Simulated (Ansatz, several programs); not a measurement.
In₂BiP as one 4-atom ordering (P-4m2) on the zincblende lattice, relaxed with r2SCAN in Ansatz (plane waves, PAW): the symmetry is P-4m2 (No. 115, tetragonal); a = 4.459 Å, c = 6.367 Å in the conventional setting, 31.65 Å³ an atom. Around P lie 4 In at 2.63 Å; around In lie 2 P at 2.63 Å and 2 Bi at 2.86 Å; around Bi lie 4 In at 2.86 Å. The cell was then scaled with its shape and fractional coordinates held, which makes it stiffer than a relaxed compression. Simulation only: spin-unpolarised, and no claim that this is the phase found in nature.

```csv
V (Å³/atom),E (meV/atom)
29.751,19.35
30.700,4.54
31.650,0.00
33.549,15.47
```

Q: Pass a cubic E = c₀ + c₁u + c₂u² + c₃u³, with u = V − 31.413 Å³, through these points.

A: c₀ = 0.26, c₁ = -2.256, c₂ = 5.046, c₃ = -0.3066 (meV and Å³).

Q: Where is the minimum, and what bulk modulus follows?

A: dE/du = 0 at u = +0.228, so V₀ = 31.64 Å³. B = V₀ d²E/dV² = 31.64 × (2c₂ + 6c₃u) = 31.64 × 9.672 = 306 meV/Å³, and 1 meV/Å³ is 0.16022 GPa: 49 GPa. A third-order Birch-Murnaghan fit to all five points gives 31.65 Å³ and 48 GPa.

Q: Predict the energy and the pressure at the withheld volume, 32.599 Å³.

A: With u = +1.186: E ≈ 4.17 meV and P = −dE/dV ≈ -1.35 GPa. The run gives 4.10 meV and, from its stress, -1.34 GPa.
